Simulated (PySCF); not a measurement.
FB2OSiH3, in a box:

```
F B O Si H
1.0
    13.00000    0.00000    0.00000
     0.00000   13.00000    0.00000
     0.00000    0.00000   13.00000
F B O Si H
1 2 1 1 3
Cartesian
  5.9436 5.5803 8.5251
  6.3357 6.0919 7.3744
  7.4306 7.3775 6.8288
  7.2210 7.2084 5.4558
  6.0835 5.9353 5.3961
  8.2226 8.1829 7.2430
  4.7797 6.4219 4.6630
  6.6493 4.8833 4.5426
```

The cell isn't the ideal one: atoms moved at random, drawn with an rms of 0.05 Å.

Base run:

```yaml
Program: PySCF 2.14.0
Functional: M06
Dispersion: D4
Potentials_or_basis: 6-31g* (all-electron)
k_mesh: 1 × 1 × 1
Occupations: fixed
Spin: no spin polarisation
```

Its results: gap between the frontier levels 4.58 eV.

The run is repeated on the same cell with these changes: functional from M06 to OLYP. What comes out?

Gap between the frontier levels 2.36 eV.

M06 gives the wider gap, since exact exchange removes part of the self-interaction.

Caveats: this is a molecule in a periodic box at the Γ point, so its band gap is the HOMO-LUMO gap; the basis of atomic orbitals isn't converged, which shifts pressures, moduli and gaps.

